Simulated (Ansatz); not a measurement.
# CsSm3: the cost of one run

Program: Ansatz 0.2.0. Level of theory: DFT PBE, scalar-relativistic, plane waves, PAW; 4f electrons in the core of a trivalent norm-conserving potential. These are calculated values, not measurements.

## 1. The structure to begin with

The structure is cubic, space group Fm-3m (No. 225). Conventional cell: a = 8.829 Å, b = 8.829 Å, c = 8.829 Å, α = 90.00°, β = 90.00°, γ = 90.00°. Cs (site symmetry m-3m) is surrounded by 8 Sm at 3.82 Å. Around Sm (site symmetry m-3m) lie 8 Sm at 3.82 Å. Sm (site symmetry -43m) is surrounded by 4 Cs at 3.82 Å and 4 Sm at 3.82 Å.

Coordinates:

```
CELL_PARAMETERS angstrom
0.00000 4.41434 4.41434
4.41434 0.00000 4.41434
4.41434 4.41434 0.00000
ATOMIC_POSITIONS crystal
Cs 0.00000 0.00000 0.00000
Sm 0.50000 0.50000 0.50000
Sm 0.25000 0.25000 0.25000
Sm 0.75000 0.75000 0.75000
```

A structure generator made this guess: species swapped into a database cell of SmMg3 (Fm-3m, No. 225), with Cs on the Sm sites and Sm on the Mg sites. The dimensions are guesses.

## 2. The guess as it stands, on a coarse mesh

input.yaml reads:

```yaml
crystal:
  lattice:
    - [0.0, 4.41434164, 4.41434164]
    - [4.41434164, 0.0, 4.41434164]
    - [4.41434164, 4.41434164, 0.0]
  atoms:
    - { symbol: Cs, position: [0.0, 0.0, 0.0] }
    - { symbol: Sm, position: [0.5, 0.5, 0.5] }
    - { symbol: Sm, position: [0.25, 0.25, 0.25] }
    - { symbol: Sm, position: [0.75, 0.75, 0.75] }
basis:
  ecutwfc: 690
kpoints:
  mp_grid: { grid: [4, 4, 4] }
hamiltonian:
  xc: pbe
  pseudopotentials:
    kind: paw
    azcp: { Sm: "pseudopotentials/pbe/nc/lanthanide_3plus/Sm.nc.azcp" }
scf:
  occupations: { method: gaussian, width: 0.1 }
  lower_state_search: "off"
output:
  forces: true
  stress: true
  eigenvalues: true
```

Launch:

```console
$ ansatz run input.yaml --threads 1 --pin off --max-ram 2560MiB --backend cpu --events-out ev --progress --plain --runs-dir out
```

**Question.** How long does this run take on 1 thread of Intel Xeon 6975P-C (Granite Rapids), shared host, and how much memory does it need?

About 2.8 s, with a peak of 0.49 GiB.
